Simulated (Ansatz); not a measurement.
# BH4NSSi: how energies converge with the basis set

An exercise on one series of results from a longer session: the logs are not shown, and one member is left open.

The runs use Ansatz 0.2.0, Gaussian basis; one geometry, several basis sets.

The runs, in order: PBE0-D4/def2-SVP; ωB97M-V/def2-SVP; PBE0-D4/def2-QZVPP; ωB97M-V/def2-QZVPP; the functionals' def2-TZVPP values are taken from earlier runs.

**Structure used throughout**

The geometry comes from an earlier relaxation with PBE0-D4 in a triple-zeta def2 set; it is a stationary point, not always the lowest conformer.

SMILES `S[SiH]1BN1`, 8 atoms, charge 0, spin multiplicity 1.

Atoms are counted from 1 here; the program's logs count them from 0.

Bond lengths: S1–Si2 2.130 Å, S1–H5 1.344 Å, Si2–B3 1.919 Å, Si2–N4 1.749 Å, Si2–H6 1.482 Å, B3–N4 1.383 Å, B3–H7 1.188 Å, N4–H8 1.010 Å. Angles: Si2–S1–H5 95.1°, S1–Si2–B3 124.2°, S1–Si2–N4 118.5°, S1–Si2–H6 108.2°, B3–Si2–N4 44.0°, B3–Si2–H6 127.6°, N4–Si2–H6 114.3°, Si2–B3–N4 61.5°, Si2–B3–H7 162.4°, N4–B3–H7 136.1°, Si2–N4–B3 74.5°, Si2–N4–H8 148.9°, B3–N4–H8 136.5°.

Coordinates:

```
atom     x (Å)     y (Å)     z (Å)
  S1  -2.19870  -0.55474  -0.36035
 Si2  -0.32660  -0.03909   0.51537
  B3   1.35054  -0.82549   0.01417
  N4   0.99959   0.39208  -0.54106
  H5  -2.81681   0.58197   0.00191
  H6  -0.57877   0.93216   1.60584
  H7   2.26475  -1.57759  -0.08015
  H8   1.39821   1.03359  -1.21153
```

Set-up of the first run:

The input, in.yaml:

```yaml
crystal:
  periodic: [false, false, false]
  atoms:
    - {symbol: S, position_ang: [-2.198701, -0.554737, -0.360355]}
    - {symbol: Si, position_ang: [-0.326604, -0.039088, 0.515371]}
    - {symbol: B, position_ang: [1.350543, -0.825486, 0.014172]}
    - {symbol: N, position_ang: [0.999586, 0.392081, -0.541059]}
    - {symbol: H, position_ang: [-2.816811, 0.581971, 0.001910]}
    - {symbol: H, position_ang: [-0.578772, 0.932158, 1.605840]}
    - {symbol: H, position_ang: [2.264751, -1.577591, -0.080150]}
    - {symbol: H, position_ang: [1.398209, 1.033592, -1.211530]}
basis:
  gaussian: {orbitals: def2-SVP}
hamiltonian: {xc: pbe0, dispersion: d4}
output: {orbitals: {seedname: orbitals}}
```

The run is started by

```
> ansatz run in.yaml --threads 2 --pin off --events-out ev --progress --plain --max-ram 4352MiB
```

Among the steps run: PBE0-D4 in def2-SVP; ωB97M-V in def2-SVP; PBE0-D4 in def2-QZVPP; ωB97M-V in def2-QZVPP.

One table of the session follows, with a row left open; its other results are not shown here.

It belongs to the step «Functionals by basis». 

```
functional       basis  HOMO (eV)
   PBE0-D4    def2-SVP      -6.96
   PBE0-D4  def2-TZVPP      -7.03
   PBE0-D4  def2-QZVPP      -7.05
   ωB97M-V    def2-SVP      -9.01
   ωB97M-V  def2-TZVPP          ?
   ωB97M-V  def2-QZVPP      -9.13
```

Estimate the missing values for ωB97M-V, def2-TZVPP.

The run gave: HOMO (eV): -9.11. In the column «HOMO (eV)» it lies between ωB97M-V, def2-QZVPP (-9.13) and ωB97M-V, def2-SVP (-9.01).
